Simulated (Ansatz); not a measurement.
# C2H9NOSi: how energies converge with the basis set

Aim: see how fast density functionals converge with the basis set for C2H9NOSi.

Program: Ansatz 0.2.0, Gaussian basis. Level of theory: one geometry, several basis sets. These are calculated values, not measurements.

Levels to be run: PBE0-D4/def2-SVP; ωB97M-V/def2-SVP; PBE0-D4/def2-QZVPP; ωB97M-V/def2-QZVPP; the functionals' def2-TZVPP values are taken from earlier runs.

### 1 The geometry

The geometry comes from an earlier relaxation with PBE0-D4 in a triple-zeta def2 set; it is a stationary point, not always the lowest conformer.

SMILES `C[Si](C)(N)O`, 14 atoms, charge 0, spin multiplicity 1.

Atoms are counted from 1 here; the program's logs count them from 0.

Bond lengths: C1–Si2 1.865 Å, C1–H6 1.093 Å, C1–H7 1.094 Å, C1–H8 1.094 Å, Si2–C3 1.865 Å, Si2–N4 1.713 Å, Si2–O5 1.661 Å, C3–H9 1.094 Å, C3–H10 1.093 Å, C3–H11 1.094 Å, N4–H12 1.008 Å, N4–H13 1.008 Å, O5–H14 0.958 Å. Angles: Si2–C1–H6 111.1°, Si2–C1–H7 110.9°, Si2–C1–H8 111.3°, H6–C1–H7 108.1°, H6–C1–H8 107.9°, H7–C1–H8 107.4°, C1–Si2–C3 111.9°, C1–Si2–N4 108.3°, C1–Si2–O5 109.4°, C3–Si2–N4 108.3°, C3–Si2–O5 109.4°, N4–Si2–O5 109.5°, Si2–C3–H9 111.3°, Si2–C3–H10 111.1°, Si2–C3–H11 110.9°, H9–C3–H10 107.9°, H9–C3–H11 107.4°, H10–C3–H11 108.1° and more.

### 2 PBE0-D4 in def2-SVP

File in.yaml:

```yaml
crystal:
  periodic: [false, false, false]
  atoms:
    - {symbol: C, position_ang: [-1.239344, 0.440640, -1.102751]}
    - {symbol: Si, position_ang: [0.268814, 0.142982, -0.047140]}
    - {symbol: C, position_ang: [0.147996, -1.456319, 0.904176]}
    - {symbol: N, position_ang: [0.401584, 1.428386, 1.076854]}
    - {symbol: O, position_ang: [1.620051, 0.109598, -1.013143]}
    - {symbol: H, position_ang: [-2.148794, 0.444308, -0.497362]}
    - {symbol: H, position_ang: [-1.170358, 1.402494, -1.618401]}
    - {symbol: H, position_ang: [-1.347834, -0.333399, -1.867758]}
    - {symbol: H, position_ang: [0.102859, -2.316616, 0.230400]}
    - {symbol: H, position_ang: [-0.745873, -1.474117, 1.532098]}
    - {symbol: H, position_ang: [1.019908, -1.592330, 1.550007]}
    - {symbol: H, position_ang: [1.076809, 1.363902, 1.822368]}
    - {symbol: H, position_ang: [0.337158, 2.379123, 0.748373]}
    - {symbol: H, position_ang: [1.664225, -0.568052, -1.688821]}
basis:
  gaussian: {orbitals: def2-SVP}
hamiltonian: {xc: pbe0, dispersion: d4}
output: {orbitals: {seedname: orbitals}}
```

On the command line:

```
$ ansatz run in.yaml --threads 4 --pin off --events-out ev --progress --plain --max-ram 10444MiB
```

The runs that follow: ωB97M-V in def2-SVP; PBE0-D4 in def2-QZVPP; ωB97M-V in def2-QZVPP.

**Question.** What will the summary of the whole plan be? Wanted: PBE0-D4: double and triple zeta above quadruple; ωB97M-V: double and triple zeta above quadruple.

**Answer**, as computed:

```
                                       quantity           value
PBE0-D4: double and triple zeta above quadruple  10.55, 0.63 eV
ωB97M-V: double and triple zeta above quadruple  10.83, 0.60 eV
```

For PBE0-D4 the step from double to triple zeta gains 9.92 eV and the next only 0.63 eV. Total energies overstate the basis error of differences, where much of it tends to cancel. The LUMO of ωB97M-V is positive and keeps falling with the basis (2.98 to 1.38 eV): an unbound level that the basis holds in place.
